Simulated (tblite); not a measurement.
# C6H12SSi2: the cost of one run

Computed with tblite 0.8.0 and PySCF 2.14.0, with density-fitted response routines of our own, on a single molecule in the gas phase. Atoms count from 0, in the outputs and in this text.

**1. The starting structure**

21 atoms, charge 0, multiplicity 1; geometry from: force field or distance geometry start.

Bonds of the start (Å): C0–C1 1.21, C1–Si2 1.87, Si2–C3 1.90, C3–C4 1.54, C4–C5 1.55, C5–C6 1.52, C6–S7 1.81, S7–Si8 2.15, Si8–C3 1.88, C0–H9 1.05, Si2–H10 1.48, Si2–H11 1.48, C3–H12 1.08, C4–H13 1.09, C4–H14 1.10, C5–H15 1.08, C5–H16 1.10, C6–H17 1.10, C6–H18 1.09, Si8–H19 1.48, Si8–H20 1.49.

**2. Optimising the geometry with GFN2-xTB**

The job: settings as JSON, then the geometry in Å.

```
{"job": {"kind": "relax", "xc": "GFN2-xTB", "basis": "xTB"}, "charge": 0, "multiplicity": 1}
C      4.258400     0.038900    -0.455000
C      3.242700    -0.517100    -0.117200
Si     1.687300    -1.402900     0.436100
C      0.154300    -0.501900    -0.237200
C     -0.001600     0.952800     0.237200
C     -1.258300     1.649200    -0.331800
C     -2.573300     1.133700     0.242800
S     -2.982000    -0.556600    -0.273700
Si    -1.225200    -1.647300     0.315300
H      5.136900     0.538500    -0.756900
H      1.719500    -2.799000    -0.068100
H      1.631600    -1.436100     1.918500
H      0.204000    -0.522200    -1.314200
H     -0.006100     1.026600     1.323700
H      0.871800     1.536600    -0.101400
H     -1.263700     1.592500    -1.412500
H     -1.177800     2.719500    -0.076800
H     -2.560200     1.169800     1.341400
H     -3.389800     1.783600    -0.083100
H     -1.199700    -2.954000    -0.371300
H     -1.277700    -1.787400     1.793900
```

Launch:

```sh
$ OMP_NUM_THREADS=1 python probes_run.py task.json out
```

The driver reads the jobs from task.json and runs them one after another.

**Question.** How long does this first job take on 1 thread of Arm Neoverse N1, shared host, and how much memory does it need?

About 1.6 s, with a peak of 0.18 GiB.
